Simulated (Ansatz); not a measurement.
# TeF2 (SMILES F[Te]F) at B2PLYP/STO-3G

What is the electronic atomisation energy of TeF2 at B2PLYP/STO-3G? 

The results are computed with Ansatz 0.2.0.

49 further runs of the same task are left out: 14 that didn't finish, 35 set aside as unsound or not needed.

## 1. Starting point

TeF2: 3 atoms, total charge 0, spin state singlet. As SMILES, `F[Te]F`. Geometry: a GFN2-xTB relaxation, a rough one for these elements and not checked as a minimum.

Bond lengths: Te1–F2 1.957 Å, Te1–F3 1.957 Å. Angles: F2–Te1–F3 90.3°.

## 2. The energy at B2PLYP/STO-3G

molecule.yaml reads:

```yaml
crystal:
  periodic: [false, false, false]
  atoms:
    - symbol: Te
      position_ang: [0.004940, -0.008070, -0.919920]
    - symbol: F
      position_ang: [1.385420, -0.017500, 0.467790]
    - symbol: F
      position_ang: [-1.390360, 0.025580, 0.452120]
basis:
  gaussian:
    orbitals: STO-3G
hamiltonian:
  xc: {name: B2PLYP}
correlation:
  frozen_orbitals: {F: 1, Te: 18}
accuracy: high
```

Launch:

```sh
$ ansatz run molecule.yaml --threads 1 --pin off --max-ram 2610MiB --events-out events.jsonl --progress --plain --runs-dir runs
```

What it wrote:

```text
Warning: RAYON_NUM_THREADS=1 ignored (pool sized by the plan → 1); use --threads N
Functional definition: B2PLYP
  name "B2PLYP"
  parameter a = 0.53
  parameter c = 0.27
  exchange = (1 - a)*b88_x + a*exact_x
  correlation = (1 - c)*lyp_c + c*(mp2_os + mp2_ss)
540 factors; integrals over basis functions are off by at most 3.9e-9 eV
mean field evaluation 1: about -183545.1380 eV, gradient 1.6e1 eV
mean field evaluation 2: about -183545.1731 eV, gradient 1.6e1 eV
mean field evaluation 4: about -183546.6646 eV, gradient 5.2e-1 eV
mean field evaluation 8: about -183546.6654 eV, gradient 6.2e-3 eV
mean field evaluation 16: about -183546.6654 eV, gradient 9.8e-8 eV
mean field -183546.66539439 eV, -6745.2155408457 hartree, gradient 9.8e-8 eV, S^2 0.000000; 0 other end points of the search recorded, 0 dependent functions left out
20 core orbitals not correlated: weight in the atoms' cores, before any rotation towards them, 1.000 or more for the frozen orbitals, at most 0.000 for the correlated occupied ones
reference -183546.66540821 eV, -6745.2155413534 hartree; 15, 15 occupied and 2, 2 virtual orbitals, 540 factors
second order -2.45823825 eV of doubles, -0.00000000 eV of singles
Total energy: -183547.32913254 eV, -6745.2399327725 hartree
```

Wall time 2.6 s (1 thread of Arm Neoverse V1, shared host); peak memory 0.12 GiB.

## 3. The F atom

in.yaml reads:

```yaml
crystal:
  periodic: [false, false, false]
  atoms:
    - symbol: F
      position_ang: [0.000000, 0.000000, 0.000000]
basis:
  gaussian: {orbitals: STO-3G}
magnetization: {spin_polarized: true, initial_magnetization: 1}
hamiltonian: {xc: {name: B2PLYP}}
correlation: {frozen_orbitals: {F: 1}}
accuracy: high
```

Run the same way, it converges to -98.18742 Eh (log not shown).

## 4. The Te atom at the same level

molecule.yaml reads:

```yaml
crystal:
  periodic: [false, false, false]
  atoms:
    - {symbol: Te, position_ang: [0.000000, 0.000000, 0.000000]}
basis:
  gaussian:
    orbitals: STO-3G
magnetization:
  spin_polarized: true
  initial_magnetization: 2
accuracy: high
hamiltonian:
  xc: {name: B2PLYP}
correlation:
  frozen_orbitals: {Te: 18}
total_charge: 0
```

Run the same way, it converges to -6548.70403 Eh (log not shown).

## 5. Results

At B2PLYP/STO-3G, 20 core orbitals frozen:

```
                     quantity           value
       molecule: total energy  -6745.23993 Eh
         F atom: total energy    -98.18742 Eh
                 F atom: ⟨S²⟩           0.750
        Te atom: total energy  -6548.70403 Eh
                Te atom: ⟨S²⟩           2.000
electronic atomisation energy        4.382 eV
```

What this shows: Taking the molecule apart into free atoms costs 4.38 eV (101 kcal/mol), before zero-point energy and without spin-orbit coupling. In a minimal basis such a difference can be off by several eV, whatever the method. Relativity is left out (molecule) although the molecule holds a heavy atom. Relativity is left out (Te atom) although the molecule holds a heavy atom.
